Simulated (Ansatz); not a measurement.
**GeH3 (doublet): the correlation ladder at distance Ge1–H3 = 1.855 Å, 6-31G**

How much of the correlation energy of GeH3 (doublet) does each wave-function method recover here?

Program: Ansatz 0.2.0, Gaussian basis. Level of theory: 6-31G, core rule «outside noble gas», up to 14 orbitals frozen. These are calculated values, not measurements.

To be run: UHF; CCSD(T) on ROHF; CCSD(T) on UHF; BCCD(T) on ROHF; CISD as a restricted active space (open shells left free, so some higher excitations enter); CCSDT(Q) on ROHF; CCSDT(Q) on UHF; CASSCF and MRCISD+Q, 3 electrons in 3 orbitals; CASSCF and NEVPT2, 3 electrons in 3 orbitals; CASSCF and MRCISD+Q, 7 electrons in 7 orbitals; CASSCF and NEVPT2, 7 electrons in 7 orbitals; Full CI.

20 further runs of the same task are left out: 13 that didn't finish, 7 set aside as unsound or not needed. Runs told in other sessions of the task aren't counted.

### Step 1. The geometry

The geometry derives from a PBE0/def2-TZVP stationary point (not a proven minimum). One bond is set to the value named and the two fragments are kept rigid. No spin-orbit coupling is included. The filled d shell of Ge may be among the frozen orbitals whatever the setting's name suggests.

4 atoms, charge 0, spin multiplicity 2.

Atoms are counted from 1 here; the program's logs count them from 0.

Bond lengths: Ge1–H2 1.539 Å, Ge1–H3 1.855 Å, Ge1–H4 1.539 Å. Angles: H2–Ge1–H3 111.2°, H2–Ge1–H4 111.2°, H3–Ge1–H4 111.2°.

### Step 2. UHF

in.yaml reads:

```yaml
crystal:
  periodic: [false, false, false]
  atoms:
    - {symbol: Ge, position_ang: [0.002080, -0.003452, -0.020007]}
    - {symbol: H, position_ang: [1.467053, 0.013440, 0.451296]}
    - {symbol: H, position_ang: [-0.899883, 1.516571, 0.543037]}
    - {symbol: H, position_ang: [-0.717103, -1.281228, 0.447560]}
basis:
  gaussian: {orbitals: 6-31G}
magnetization: {spin_polarized: true, initial_magnetization: 1}
hamiltonian: {xc: hf}
output: {orbitals: {seedname: orbitals}}
```

The run is started by

```
$ ansatz run in.yaml --threads 1 --pin off --events-out ev --progress --plain --max-ram 2393MiB
```

Further steps of the session: CCSD(T) on ROHF; CCSD(T) on UHF; BCCD(T) on ROHF; CISD as a restricted active space (open shells left free, so some higher excitations enter); CCSDT(Q) on ROHF; CCSDT(Q) on UHF; CASSCF and MRCISD+Q, 3 electrons in 3 orbitals; CASSCF and NEVPT2, 3 electrons in 3 orbitals; CASSCF and MRCISD+Q, 7 electrons in 7 orbitals; CASSCF and NEVPT2, 7 electrons in 7 orbitals; Full CI.

Before running them: what should the planned runs give, taken together? Wanted: FCI from the RHF energy; RMP2 from FCI; UMP2 from FCI; RCCSD from FCI; RCCSD(T) from FCI; UCCSD(T) from FCI; RCCSDT(Q) from FCI; UCCSDT(Q) from FCI; NEVPT2 pair from FCI.

**Answer**, as computed:

```
                         quantity                                                                                                                             value
          FCI from the ROHF energy                                                                                                                        -2.0918 eV
                    RMP2 from FCI                                                                                                                   +15.21 kcal/mol
                    UMP2 from FCI                                                                                                                   +15.08 kcal/mol
                   RCCSD from FCI                                                                                                                    +1.00 kcal/mol
                RCCSD(T) from FCI                                                                                                                    +0.31 kcal/mol
                UCCSD(T) from FCI                                                                                                                    +0.27 kcal/mol
               RCCSDT(Q) from FCI                                                                                                                    +0.01 kcal/mol
               UCCSDT(Q) from FCI                                                                                                                    -0.03 kcal/mol
             NEVPT2 pair from FCI                                                                                                                   +10.59 kcal/mol
           MRCISD+Q pair from FCI                                                                                                                    -0.11 kcal/mol
          NEVPT2 valence from FCI                                                                                                                    +3.50 kcal/mol
levels within 1 kcal/mol (43 meV)  RCCSD, UCCSD, RCCSD(T), UCCSD(T), BCCD(T), RCCSDT, UCCSDT, RCCSDT(Q), UCCSDT(Q), MRCISD+Q pair, MRCISD valence, MRCISD+Q valence
                    T1 diagnostic                                                                                                                             0.014
   effectively unpaired electrons                                                                                                                              1.04
```

In words: RCCSD(T) misses by +0.31 kcal/mol, 0.6 % of the correlation energy. MRCISD+Q pair falls below full CI: the +Q correction isn't variational, and the cores differ from full CI's. One determinant dominates. Of the multireference levels listed MRCISD+Q pair comes nearest in total energy (-0.11 kcal/mol), which doesn't show that its space is the better one. These misses are within one basis, not against nature; the frozen cores of restricted and unrestricted runs differ, which can shift their rows.

Levels on UHF freeze UHF's core orbitals, full CI those of ROHF, so the U rows can settle a little off it for that reason alone.

With open shells the CI space here admits some higher excitations, so it is larger than plain CISD.
